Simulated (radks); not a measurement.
# Sc⁴⁺ in [Ne] 3s2 3p5: an all-electron calculation

Aim: the levels, the sizes of the orbitals and the parts of the energy of the scandium ion Sc4+.

Program: radks (a radial shooting solver on a logarithmic mesh, Libxc functionals) version 1. Level of theory: scalar-relativistic Kohn-Sham, PBEsol, spin-polarised, spherical densities, point nucleus; open shells are filled with parallel spins first. These are calculated values, not measurements, unless marked.

**1. Starting point**

| Item | Value |
| --- | --- |
| element | scandium (Z = 21) |
| charge | +4 |
| electrons | 17 |
| configuration | [Ne] 3s2 3p5 |

The outer shells:

Sc⁴⁺
```
[Ne] core
3s [↑↓]
3p [↑↓][↑↓][↑ ]
```

**2. The run**

Input:

```text
Z 21
configuration [Ne] 3s2 3p5
relativity scalar-relativistic
functional pbe_sol,pbe_sol
spin polarised
nucleus point
c 137.035999084
```

Launch:

```sh
$ python run_ks.py task.json out
```

All runs below come from this command, one after another.

What does the calculation give?

As calculated:

```
                        quantity                     value
                    total energy        -758.81663 hartree
exchange-correlation share of it                    4.80 %
                            −T/E                    1.0076
          highest occupied level       3p down, -82.487 eV
    most extended occupied level  3p down, <r> = 1.09 bohr
 radius at density 0.001 e/bohr³                 2.59 bohr
    maxima of the radial density                         3
         ionisation energy, NIST      91.95 (semi-emp.) eV
```

3 principal shells are occupied and 3 maxima appear in the radial density. Relativity lifts −T/E to 1.008. The top level binds by 82.487 eV, 90 % of the NIST ionisation energy of 91.95 eV; the potential of a semilocal functional falls off too fast, so its top eigenvalue is too shallow. Open shells are spherical and high-spin; term and fine-structure splittings are not resolved.
